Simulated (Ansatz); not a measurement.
**Hf: band structure with r2SCAN**

Slab: Hf, a slab with vacuum.

```
Hf
1.0
     3.19670    0.00000    0.00000
     0.00000    5.05780    0.00000
     0.00000    0.00000   24.22807
Hf
8
Direct
  0.00000 0.75000 0.30956
  0.50000 0.25000 0.34765
  0.50000 0.75000 0.42382
  0.00000 0.25000 0.46191
  0.00000 0.75000 0.53809
  0.50000 0.25000 0.57618
  0.50000 0.75000 0.65235
  0.00000 0.25000 0.69044
```

The slab is cut from a database's or a generator's crystal, which needn't be the stable form of the element.

The cell isn't the ideal one: the (1 0 0) slab of Hf, cut from the database cell, not relaxed.

```yaml
Program: Ansatz 0.2.0
Task: band structure
Functional: r2SCAN
Potentials_or_basis: Ansatz PAW
Cutoff: "500 eV (not typed: the program's choice for these potentials)"
k_mesh: 8 × 5 × 1
Occupations: fermi-dirac, width 0.05 eV
Spin: spin-orbit coupling, no magnetisation
Boundary_along_the_surface_normal: dipole_correction
Path: "[[\"G\", \"X\", \"S\", \"Y\", \"G\", \"S\"]]"
Points_for_each_segment_of_the_path: 10
Miller: "[1, 0, 0]"
Bulk_formula: Hf
```

```yaml
Largest_force: 0.374 eV/Å
Band_gap_on_the_k_mesh: none (metal or under the smearing width)
Work_function_of_the_upper_face: 3.78 eV
Work_function_of_the_lower_face: 3.78 eV
Dipole_across_the_slab: 0.000 e·Å
```

Forces on the atoms (eV/Å):
```
Hf   0.000  0.000  0.374
Hf   0.000  0.000  0.074
Hf   0.000  0.000 -0.216
Hf   0.000  0.000  0.004
Hf   0.000  0.000 -0.004
Hf   0.000  0.000  0.216
Hf   0.000  0.000 -0.074
Hf   0.000  0.000 -0.374
```

Levels at the corners of the path, in eV from the Fermi level:
```csv
point,band 205,band 206,band 207,band 208,band 209,band 210,band 211,band 212
Γ,0.19,0.19,0.41,0.41,0.90,0.90,0.94,0.94
X,-1.02,-1.02,-0.98,-0.98,0.14,0.14,0.16,0.16
S,-0.35,-0.35,-0.35,-0.35,0.05,0.05,0.05,0.05
Y,0.19,0.19,0.19,0.19,0.30,0.30,0.30,0.30
Γ,0.19,0.19,0.41,0.41,0.90,0.90,0.94,0.94
S,-0.35,-0.35,-0.35,-0.35,0.05,0.05,0.05,0.05
```

It took 19 min on 4 threads of Arm Neoverse V2, with other jobs on the host, peak memory 8.9 GiB.

Caveat: the PAW data sets come from PBE, with cores solved anew for the run's functional, which leaves a small shift of forces and pressure.
